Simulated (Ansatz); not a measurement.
A run of Ansatz 0.2.0 is set up as follows.

The input input.yaml:

```yaml
crystal:
  lattice:
    - [3.7029743866, 0.0, 0.0]
    - [-1.8514871933, 3.2068698884, 0.0]
    - [0.0, 0.0, 3.694211]
  atoms:
    - { symbol: Te, position: [0.6666666667, 0.3333333333, 0.0] }
    - { symbol: Nb, position: [0.0, 0.0, 0.5] }
kpoints:
  mp_grid: { grid: [8, 8, 7] }
scf:
  occupations: { method: fermi_dirac, width: 0.05 }
hamiltonian:
  xc: pbesol
  pseudopotentials: { kind: all_electron, lapw: { basis_error: 0.001 } }
output:
  forces: true
  stress: true
  eigenvalues: true
  populations: true
```

Potentials or basis: all-electron LAPW, scalar-relativistic.

Launch:

```sh
$ ansatz run input.yaml --threads 1 --pin off --max-ram 3072MiB --backend cpu --events-out ev --progress --plain --runs-dir out
```

Task: Predict the pressure.

Result: -5.2 GPa.

Task: What does it give for the band gap on the k mesh?

Result: None (metal or under the smearing width).

The run has no spin-orbit coupling, so splittings on Te are missing.
